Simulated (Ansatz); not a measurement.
# BH6NOSi: one species, many methods

How much do the methods differ for BH6NOSi? The plan is to run it at one geometry with functionals of several rungs and with coupled cluster, and see how far each lands from CCSD(T) at the basis-set limit for the atomisation energy.

Method: functionals in def2-TZVPP, the program's frozen cores in correlated methods; program: Ansatz 0.2.0, Gaussian basis.

Levels to be run: LDA (SPW92), PBE-D4, revPBE-D4, BLYP-D4, r2SCAN-D4, B97M-V, PBE0-D4, B3LYP-D4, r2SCANh-D4, r2SCAN0-D4, HSE06-D4, BHLYP-D4, CAM-B3LYP-D4, LC-ωPBE, ωB97X-V, ωB97M-V, B2PLYP, PBE-QIDH; CCSD(T)/def2-SVP; CCSD(T)/def2-TZVPP; MP2/def2-QZVPP; extrapolation to the limit; RPA on PBE.

### 1 The geometry

The geometry comes from an earlier relaxation with PBE0-D4 in a triple-zeta def2 set; it is a stationary point, not always the lowest conformer.

SMILES `BN[SiH2]O`, 10 atoms, charge 0, spin multiplicity 1.

Atoms are counted from 1 here; the program's logs count them from 0.

Bond lengths: B1–N2 1.400 Å, B1–H5 1.198 Å, B1–H6 1.198 Å, N2–Si3 1.740 Å, N2–H7 1.012 Å, Si3–O4 1.642 Å, Si3–H8 1.479 Å, Si3–H9 1.481 Å, O4–H10 0.958 Å. Angles: N2–B1–H5 118.8°, N2–B1–H6 119.9°, H5–B1–H6 121.3°, B1–N2–Si3 126.5°, B1–N2–H7 116.8°, Si3–N2–H7 116.7°, N2–Si3–O4 112.8°, N2–Si3–H8 109.7°, N2–Si3–H9 105.6°, O4–Si3–H8 103.9°, O4–Si3–H9 112.1°, H8–Si3–H9 112.9°, Si3–O4–H10 117.8°.

### 2 LDA

This LDA is Slater exchange with PW92 correlation.

Contents of in.yaml:

```yaml
crystal:
  periodic: [false, false, false]
  atoms:
    - {symbol: B, position_ang: [-0.176364, 1.733788, 0.070324]}
    - {symbol: N, position_ang: [-0.073891, 0.466163, 0.655923]}
    - {symbol: Si, position_ang: [-0.285050, -1.064414, -0.144897]}
    - {symbol: O, position_ang: [1.112112, -1.920364, -0.258079]}
    - {symbol: H, position_ang: [-0.429192, 1.811769, -1.098167]}
    - {symbol: H, position_ang: [-0.008079, 2.714632, 0.736930]}
    - {symbol: H, position_ang: [0.146844, 0.436731, 1.642625]}
    - {symbol: H, position_ang: [-1.169194, -1.931715, 0.664386]}
    - {symbol: H, position_ang: [-0.852957, -0.744276, -1.475059]}
    - {symbol: H, position_ang: [1.819072, -1.553615, -0.791187]}
basis:
  gaussian: {orbitals: def2-TZVPP}
hamiltonian: {xc: lda}
output: {orbitals: {seedname: orbitals}}
```

Run with:

```sh
> ansatz run in.yaml --threads 2 --pin off --events-out ev --progress --plain --max-ram 4352MiB
```

After this run come: PBE-D4 (GGA); revPBE-D4 (GGA); BLYP-D4 (GGA); r2SCAN-D4 (meta-GGA); B97M-V (meta-GGA); PBE0-D4 (hybrid); B3LYP-D4 (hybrid); r2SCANh-D4 (hybrid); r2SCAN0-D4 (hybrid); HSE06-D4 (hybrid); BHLYP-D4 (hybrid); CAM-B3LYP-D4 (range-separated); LC-ωPBE (range-separated); ωB97X-V (range-separated); ωB97M-V (range-separated); B2PLYP (double hybrid); PBE-QIDH (double hybrid); CCSD(T) in def2-SVP; CCSD(T) in def2-TZVPP; MP2 in def2-QZVPP; RPA on PBE orbitals.

**Question.** What will the summary of the whole plan be? Wanted: atomisation energy, CCSD(T)/CBS; farthest beyond LDA; mean size of error, GGA; mean size of error, meta-GGA; mean size of error, hybrid; mean size of error, range-separated; mean size of error, double hybrid; gap, smallest and largest; T1 diagnostic.

The runs gave:

| quantity | value |
| --- | --- |
| atomisation energy, CCSD(T)/CBS | 3620.3 kJ/mol |
| functionals within 18.1 kJ/mol (0.5 %) | BLYP-D4, r2SCAN-D4, B97M-V, B3LYP-D4, ωB97X-V, ωB97M-V |
| farthest beyond LDA | BHLYP-D4 (-79.1 kJ/mol) |
| mean size of error, GGA | 28.4 kJ/mol |
| mean size of error, meta-GGA | 4.2 kJ/mol |
| mean size of error, hybrid | 39.6 kJ/mol |
| mean size of error, range-separated | 21.8 kJ/mol |
| mean size of error, double hybrid | 38.5 kJ/mol |
| gap, smallest and largest | 5.95 eV (LDA (SPW92)), 13.60 eV (LC-ωPBE) |
| T1 diagnostic | 0.0121 |
| triples share of the correlation energy | 3.4 % |

**Reading.** The LDA atomisation energy is off by 455.3 kJ/mol (13 %): it overbinds. PBE-D4 misses by +20.2 kJ/mol. Double hybrids carry the basis error of their MP2 part in triple zeta, and no dispersion term here, so their miss is partly the set-up's. Taken by rung, meta-GGA functionals do best (4.2 kJ/mol on average) and hybrid ones worst beyond LDA (39.6 kJ/mol). The mean of the hybrids holds BHLYP, with half exact exchange. Misses under about 18.1 kJ/mol are within the doubt on the reference itself, which lacks core-valence correlation, relativity and higher excitations. Hartree-Fock recovers 74 % of the binding; the rest is correlation. CCSD(T) in def2-SVP is off by -252.6 kJ/mol, so the small basis spoils what the method gains. Orbital gaps span 5.9 to 13.6 eV; exact exchange widens them.
